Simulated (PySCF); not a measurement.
# C6H6O2 (hydroquinone): the cost of one run

Computed with PySCF 2.14.0 and routines of our own; the level stands in each step. Atoms count from 0.

## (1) The starting structure

14 atoms, charge 0, multiplicity 1; geometry from: GFN2-xTB.

## (2) Optimising the geometry at PBE0-D3(BJ)/def2-SVP

Job settings and geometry (Å):

```
{"job": {"xc": "PBE0", "basis": "def2-SVP", "d3": "d3bj", "grid": 2, "kind": "geom"}, "charge": 0, "multiplicity": 1}
O     -2.692305     0.577354     0.108101
C     -1.364367     0.269898     0.050657
C     -0.911900    -1.029781    -0.143034
C      0.441770    -1.299343    -0.195989
C      1.364287    -0.269802    -0.054096
O      2.692091    -0.577392    -0.112288
C      0.911860     1.029722     0.140457
C     -0.441810     1.299438     0.192364
H     -3.214687    -0.225702    -0.002438
H     -1.624096    -1.836740    -0.253603
H      0.800112    -2.304757    -0.346981
H      3.214637     0.225197     0.000545
H      1.624036     1.836470     0.252170
H     -0.800307     2.304965     0.341969
```

Run with:

```bash
> OMP_NUM_THREADS=1 python excited_run.py task.json out
```

This one command runs all jobs of the session in turn.

Q: Estimate the wall time and peak memory of this first job on 1 thread of Arm Neoverse V1, shared host.

About 40 s, with a peak of 0.76 GiB.
